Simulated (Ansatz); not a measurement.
# Co2PdO4 in Ansatz: further runs, part 2 of 2

Ansatz 0.2.0. Earlier steps stand in the parts before.

## 4. Single point, PBE, collinear spin, antiferromagnetic start (the (0 0 1) slab of CoPdO2, cut from the database cell, not relaxed)

File input.yaml:

```yaml
crystal:
  lattice:
    - [2.8449990154, 0.0, 0.0]
    - [-1.4224995077, 2.4638414211, 0.0]
    - [0.0, 0.0, 22.909516]
  atoms:
    - { symbol: O, position: [0.0, 0.0, 0.3273748778] }
    - { symbol: Co, position: [0.3333333333, 0.6666666667, 0.3699230486], spin: 2.0 }
    - { symbol: O, position: [0.6666666667, 0.3333333333, 0.4124712194] }
    - { symbol: Pd, position: [0.6666666667, 0.3333333333, 0.5] }
    - { symbol: O, position: [0.6666666667, 0.3333333333, 0.5875287806] }
    - { symbol: Co, position: [0.0, 0.0, 0.6300769514], spin: -2.0 }
    - { symbol: O, position: [0.3333333333, 0.6666666667, 0.6726251222] }
hamiltonian:
  xc: pbe
  pseudopotentials: { kind: paw }
magnetization:
  spin_polarized: true
kpoints:
  mp_grid: { grid: [11, 11, 1] }
scf:
  occupations: { method: fermi_dirac, width: 0.05 }
output:
  forces: true
  eigenvalues: true
  write_density: true
  write_potential: true
  elf: true
  volumetric_format: npy
efield:
  axis: 3
  dipole_correction: true
  ramp_width: 0.04
```

Potentials or basis: Ansatz PAW.

On the command line:

```
$ ansatz run input.yaml --threads 4 --pin off --max-ram 11264MiB --backend cpu --events-out ev --progress --plain --runs-dir out
```

Standard output:

```text
Warning: RAYON_NUM_THREADS=4 ignored (pool sized by the plan → 4); use --threads N
Engine: ansatz 0.2.0, aarch64-unknown-linux-gnu
Pseudopotentials: kind: paw
Pseudopotential: O, paw, valence charge 6, recommended cutoff 420 eV (normal), O.paw.azcp
Pseudopotential: Co, paw, valence charge 17, recommended cutoff 420 eV (normal), Co.paw.azcp
Pseudopotential: Pd, paw, valence charge 18, recommended cutoff 420 eV (normal), Pd.paw.azcp
Functional definition: PBE
  parameter kappa = 0.804
  parameter beta = 0.06672455060314922
  exchange = pbe_x(kappa = kappa, mu = beta*pi^2/3)
[... 77 lines left out ...]
--- Forces (eV/Å), atoms counted from 1 ---
  atom   1  O      0.00000000     0.00000000     1.26930760
  atom   2  Co     0.00000000     0.00000000    -1.39448574
  atom   3  O      0.00000000    -0.00000000     0.04264059
  atom   4  Pd    -0.00000000    -0.00000000     0.00000067
  atom   5  O      0.00000000     0.00000000    -0.04264369
  atom   6  Co     0.00000000    -0.00000000     1.39448721
  atom   7  O     -0.00000000    -0.00000000    -1.26930634
  max |Σ_I F_I| component: 3.03e-7 eV/Å
--- Band table (eV; the first three rows and the last of 32) ---
  k-point 0 ↑: bands = ["-94.5768", "-94.1339", "-83.2186", "-57.8987", "-57.7710", "-57.7710", "-57.3966", "-57.3966", "-57.3498", "-49.3056", "-48.6508", "-48.6508", "-19.1505", "-19.0031", "-16.9333", "-16.8210", "-6.2982", "-5.2924", "-4.4195", "-4.4195", "-4.2737", "-4.2737", "-3.7785", "-2.1481", "-1.4309", "-1.3500", "-1.3500", "-1.3029", "-1.3029", "-0.8146", "-0.8146", "-0.4662", "-0.4662", "-0.1686", "-0.1686", "0.3449", "0.3449", "0.6174", "1.2311", "3.3027", "3.3027", "3.5328", "3.5328", "4.7456", "6.9429", "8.1378", "8.3369", "9.0943"]
  k-point 1 ↑: bands = ["-94.5763", "-94.1334", "-83.2168", "-57.8979", "-57.7763", "-57.7722", "-57.4021", "-57.3979", "-57.3489", "-49.3035", "-48.6680", "-48.6551", "-19.0639", "-18.9144", "-16.9186", "-16.8085", "-6.2530", "-5.2408", "-4.5260", "-4.3897", "-4.3701", "-4.2234", "-3.5595", "-1.9831", "-1.8199", "-1.5541", "-1.5020", "-1.3399", "-1.2480", "-1.2063", "-1.1024", "-0.4162", "-0.3319", "-0.0554", "0.0497", "0.2990", "0.4748", "0.6858", "1.2663", "3.0567", "3.2464", "3.3014", "3.4753", "4.8563", "7.3708", "8.3517", "8.5630", "9.3135"]
  k-point 2 ↑: bands = ["-94.5750", "-94.1320", "-83.2121", "-57.8957", "-57.7908", "-57.7757", "-57.4168", "-57.4014", "-57.3466", "-49.2979", "-48.7140", "-48.6665", "-18.8258", "-18.6694", "-16.8779", "-16.7730", "-6.1505", "-5.2047", "-4.6614", "-4.5344", "-4.2453", "-4.0932", "-3.1440", "-2.7897", "-2.4087", "-1.9303", "-1.6950", "-1.6847", "-1.2843", "-1.0038", "-0.7372", "-0.6160", "-0.3253", "-0.0033", "0.3006", "0.3590", "0.6981", "0.7228", "1.2704", "2.5369", "2.8490", "3.1330", "3.3581", "5.0702", "8.4362", "8.9673", "9.1947", "9.9466"]
  k-point 15 ↓: bands = ["-94.5697", "-94.1267", "-83.1937", "-57.8873", "-57.8242", "-57.8110", "-57.4508", "-57.4374", "-57.3379", "-49.2764", "-48.8209", "-48.7797", "-17.8953", "-17.6980", "-16.6044", "-16.5016", "-5.6662", "-5.5142", "-5.3468", "-4.8412", "-4.5958", "-4.5336", "-3.8689", "-3.3654", "-2.6266", "-2.5610", "-2.2867", "-2.0399", "-1.6336", "-0.9426", "-0.8671", "-0.7058", "-0.4260", "0.1071", "0.2731", "0.6033", "0.7094", "0.9970", "1.7469", "2.6459", "2.7423", "2.8735", "3.0984", "7.8461", "9.7436", "11.9621", "13.7945", "14.2812"]
```

rho_z.tsv:

```text
# z_ang	rho[e/angstrom^3]	rho_spin[e/angstrom^3]
# format = ansatz-planar-average/11
# lattice	2.844999015	0.000000000	0.000000000
# lattice	-1.422499508	2.463841421	0.000000000
# lattice	0.000000000	0.000000000	22.909516000
# sites	7
# site	8	-0.000000000	0.000000000	7.500000001
# site	27	0.000000000	1.642560947	8.474758001
# site	8	1.422499508	0.821280474	9.449516000
# site	46	1.422499508	0.821280474	11.454758000
# site	8	1.422499508	0.821280474	13.460000000
# site	27	-0.000000000	0.000000000	14.434757999
# site	8	0.000000000	1.642560947	15.409515999
0.000000	3.389078e-5	7.232293e-12
0.143184	-3.345682e-5	1.579354e-7
0.286369	3.265139e-5	-3.139890e-7
0.429553	-3.099779e-5	4.667868e-7
0.572738	2.901349e-5	-6.141020e-7
0.715922	-2.623814e-5	7.552733e-7
[... 152 lines left out ...]
22.623147	3.265133e-5	3.140020e-7
22.766332	-3.345720e-5	-1.579479e-7
```

v_z.tsv:

```text
# z_ang	v_es[eV]	v_tot_up_of_output_density[eV]	v_tot_dn_of_output_density[eV]	v_field[eV]	v_es_of_output_density[eV]	v_field_of_output_density[eV]
# format = ansatz-planar-average/11
# xc	pbe
# density_cutoff_ev	1680
# datasets	O=:simpson_from_first_knot:soft	Co=:simpson_from_first_knot:soft	Pd=:simpson_from_first_knot:soft
# lattice	2.844999015	0.000000000	0.000000000
# lattice	-1.422499508	2.463841421	0.000000000
# lattice	0.000000000	0.000000000	22.909516000
# sites	7
# site	8	-0.000000000	0.000000000	7.500000001
# site	27	0.000000000	1.642560947	8.474758001
# site	8	1.422499508	0.821280474	9.449516000
# site	46	1.422499508	0.821280474	11.454758000
# site	8	1.422499508	0.821280474	13.460000000
# site	27	-0.000000000	0.000000000	14.434757999
# site	8	0.000000000	1.642560947	15.409515999
0.000000	8.681910e0	8.585948e0	8.593249e0	-6.564811e-23	8.681910e0	6.203446e-20
0.143184	8.683269e0	8.572592e0	8.572166e0	-2.309788e-8	8.683270e0	2.182643e-5
0.286369	8.681907e0	8.589614e0	8.588232e0	-4.619575e-8	8.681909e0	4.365287e-5
0.429553	8.683272e0	8.578649e0	8.583729e0	-6.929363e-8	8.683275e0	6.547930e-5
0.572738	8.681900e0	8.589912e0	8.585934e0	-7.314327e-8	8.681903e0	6.911704e-5
0.715922	8.683279e0	8.584103e0	8.579886e0	-7.218086e-8	8.683283e0	6.820761e-5
[... 152 lines left out ...]
22.623147	8.681907e0	8.580727e0	8.578472e0	4.619575e-8	8.681906e0	-4.365287e-5
22.766332	8.683269e0	8.582774e0	8.578546e0	2.309788e-8	8.683268e0	-2.182643e-5
```

It took 22 s on 4 threads of Arm Neoverse V2, shared host; peak memory 0.6 GiB.

What came out:

* Free energy: -19490.9353 eV
* Largest force: 1.394 eV/Å
* Band gap on the k mesh: none (metal or under the smearing width)
* Net moment: 0.00 μB per cell
* Absolute moment: 0.98 μB per cell
* Site moments: O +0.06, +0.02, -0.02, -0.06; Co +0.36, -0.36; Pd -0.00 μB
* Work function of the upper face: 7.66 eV
* Work function of the lower face: 7.66 eV
* Dipole across the slab: 0.000 e·Å

Forces on the atoms (eV/Å):
```
O    0.000  0.000  1.269
Co   0.000  0.000 -1.394
O    0.000  0.000  0.043
Pd   0.000  0.000  0.000
O    0.000  0.000 -0.043
Co   0.000  0.000  1.394
O    0.000  0.000 -1.269
```

Levels at points of the mesh, in eV from the Fermi level:
Spin up:
| k point | band 35 | band 36 | band 37 | band 38 | band 39 | band 40 | band 41 | band 42 |
| --- | --- | --- | --- | --- | --- | --- | --- | --- |
| (0.00, 0.00, 0.00) | -1.19 | -0.68 | -0.68 | -0.40 | 0.21 | 2.28 | 2.28 | 2.51 |
Spin down:
```tsv
k point	band 34	band 35	band 36	band 37	band 38	band 39	band 40	band 41	band 42	band 43
(0.00, 0.00, 0.00)	-1.19	-1.19	-0.68	-0.68	-0.40	0.21	2.28	2.28	2.51	2.51
```

Caveat: semilocal functionals often make such compounds metallic where correlation or magnetic order opens a gap, which also shifts bond lengths.

## 5. Overview

| spin | gap on the mesh (eV) | moment (μB) | largest force (eV/Å) | work function (eV) |
| --- | --- | --- | --- | --- |
| off | none | - | 1.42 | 7.72 |
| collinear, ferromagnetic start | none | 0.99 | 1.39 | 7.66 |
| collinear, antiferromagnetic start | none | 0.00 | 1.39 | 7.66 |

Alike in all rows: task single point; level PBE; potentials or basis Ansatz PAW; cell the (0 0 1) slab of CoPdO2, cut from the database cell, not relaxed; k mesh 11 × 11 × 1; cutoff (eV) 420; smearing fermi-dirac 0.05 eV.

Caveats: semilocal functionals often make such compounds metallic where correlation or magnetic order opens a gap, which also shifts bond lengths.

Total energies depend on the potentials used, so only differences within one code and one set of settings carry meaning.
